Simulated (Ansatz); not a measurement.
Crystal: CrN2.

```
Cr N
1.0
     3.90179    0.00000    0.00000
     0.00000    4.80951    0.00000
     0.00000    0.00000    2.78417
Cr N
2 4
Direct
  0.00000 0.00000 0.00000
  0.50000 0.50000 0.50000
  0.86617 0.58878 0.00000
  0.13383 0.41123 0.00000
  0.36617 0.91122 0.50000
  0.63383 0.08878 0.50000
```

The cell comes from a database or a generator and needn't be the stable form of this composition.

Alike in all runs: program Ansatz 0.2.0; functional PBEsol; potentials or basis Ansatz PAW; cutoff 420 eV (not typed: the program's choice for these potentials); k mesh 7 × 6 × 10; occupations fermi-dirac, width 0.05 eV.

Starts and where they ended:

```tsv
start	free energy over the lowest (meV/atom)	net moment (μB)	site or absolute moments (μB)	gap
collinear spin, ferrimagnetic start of up to 3 μB	36.6	0.00	Cr +1.68, -1.68; N +0.03, -0.03	none (metal or under the smearing width)
collinear spin, ferromagnetic start of up to 4.5 μB	0.0	4.23	Cr +1.87; N -0.06	none (metal or under the smearing width)
collinear spin, random start of up to 1.23 μB	0.0	4.23	Cr +1.87; N -0.06	none (metal or under the smearing width)
collinear spin, antiferromagnetic start of up to 3 μB	36.6	0.00	Cr +1.68, -1.68; N +0.03, -0.03	none (metal or under the smearing width)
collinear spin, ferromagnetic start of up to 3 μB	0.0	4.23	Cr +1.87; N -0.06	none (metal or under the smearing width)
no spin polarisation	223.8	-	-	none (metal or under the smearing width)
```

The spin-polarised runs without a constraint all converged, yet they end up to 37 meV/atom apart: a converged run can sit in a state that isn't the lowest. Allowing spin polarisation gains 224 meV/atom. A still lower state may exist.

Caveats: the magnetic or orbital state may not be the lowest (some runs).
